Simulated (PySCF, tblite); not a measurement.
# C₅H₁₁ClGeO: geometry, infrared bands and NMR shifts

Aim: predict the infrared bands and NMR shifts of C₅H₁₁ClGeO (`CC(C)[O][GeH2]/[CH]=C\Cl`).

Computed with tblite 0.8.0 and PySCF 2.14.0, with density-fitted response routines of our own, on a single molecule in the gas phase. Atoms count from 0, in the outputs and in this text.

## Step 1: Starting geometry

19 atoms, charge 0, multiplicity 1; geometry from: force field or distance geometry start.

Bonds of the start (Å): C0–C1 1.51, C1–C2 1.51, C1–O3 1.40, O3–Ge4 1.79, Ge4–C5 1.91, C5–C6 1.34, C6–Cl7 1.76, C0–H8 1.12, C0–H9 1.12, C0–H10 1.12, C1–H11 1.14, C2–H12 1.11, C2–H13 1.10, C2–H14 1.13, Ge4–H15 1.55, Ge4–H16 1.57, C5–H17 1.10, C6–H18 1.09.

## Step 2: Geometry optimisation with GFN2-xTB

Job settings and geometry (Å):

```
{"job": {"kind": "relax", "xc": "GFN2-xTB", "basis": "xTB"}, "charge": 0, "multiplicity": 1}
C     -2.093100     0.057200    -1.497800
C     -1.352500    -0.023500    -0.186800
C     -2.289400     0.418400     0.914100
O     -0.176800     0.730900    -0.236100
Ge     1.254300    -0.316900     0.016400
C      2.756600     0.641100     0.716800
C      3.856300    -0.076100     0.972900
Cl     3.746700    -1.797200     0.625100
H     -1.706900    -0.698900    -2.235600
H     -2.065000     1.090800    -1.917700
H     -3.164100    -0.229400    -1.311300
H     -1.114400    -1.120000     0.003200
H     -2.287900     1.524200     1.018000
H     -2.096100    -0.052600     1.892700
H     -3.333000     0.137000     0.575500
H      0.845300    -1.418000     1.030300
H      1.722900    -0.947400    -1.338900
H      2.727700     1.719700     0.905900
H      4.759500     0.370000     1.385600
```

On the command line:

```sh
$ OMP_NUM_THREADS=1 python probes_run.py task.json out
```

One launch serves the whole session: the jobs run in the order shown.

**Question.** This job is followed by: GFN2-xTB harmonic vibrations, gas phase; GIAO PBE0/pcSseg-1 NMR shielding, non-relativistic, gas phase. What will the session give for the following? strongest single infrared mode (GFN2-xTB); zero-point energy (GFN2-xTB); ¹³C shifts against TMS (PBE0/pcSseg-1, means over atoms taken as alike); ¹H shifts against TMS (PBE0/pcSseg-1, means over atoms taken as alike); ¹⁷O shifts against H2O (PBE0/pcSseg-1); ⁷³Ge shifts against GeMe4 (PBE0/pcSseg-1); ³⁵Cl shifts against HCl (PBE0/pcSseg-1).

As calculated:

| quantity | value |
| --- | --- |
| strongest single infrared mode (GFN2-xTB) | 1911 cm⁻¹, 472 km/mol |
| zero-point energy (GFN2-xTB) | 89.3 kcal/mol |
| ¹³C shifts against TMS (PBE0/pcSseg-1, means over atoms taken as alike) | 145.1, 141.0, 71.8, 28.0 ppm |
| ¹H shifts against TMS (PBE0/pcSseg-1, means over atoms taken as alike) | 6.75, 6.31, 5.57, 4.18, 1.24 ppm |
| ¹⁷O shifts against H2O (PBE0/pcSseg-1) | 50.4 ppm |
| ⁷³Ge shifts against GeMe4 (PBE0/pcSseg-1) | -73 ppm |
| ³⁵Cl shifts against HCl (PBE0/pcSseg-1) | 252 ppm |

**Reading.** Relaxing lowered the energy by 0.731 eV in 182 steps; the close pair that moved most is Ge4–H16, from 1.567 to 1.512 Å. No mode is imaginary among the 51: a minimum at this level. The strongest single mode, at 1911 cm⁻¹, moves mainly H16 and H15. GFN2-xTB is a fitted tight-binding method: band positions and strengths are rough. Its intensities can rank the bands wrongly. At PBE0/pcSseg-1: The widest tensor belongs to Cl7: span 459 ppm, with a paramagnetic part of -449 ppm. Spin-orbit coupling is left out, which matters for shieldings and couplings at and beside the heavy atoms.
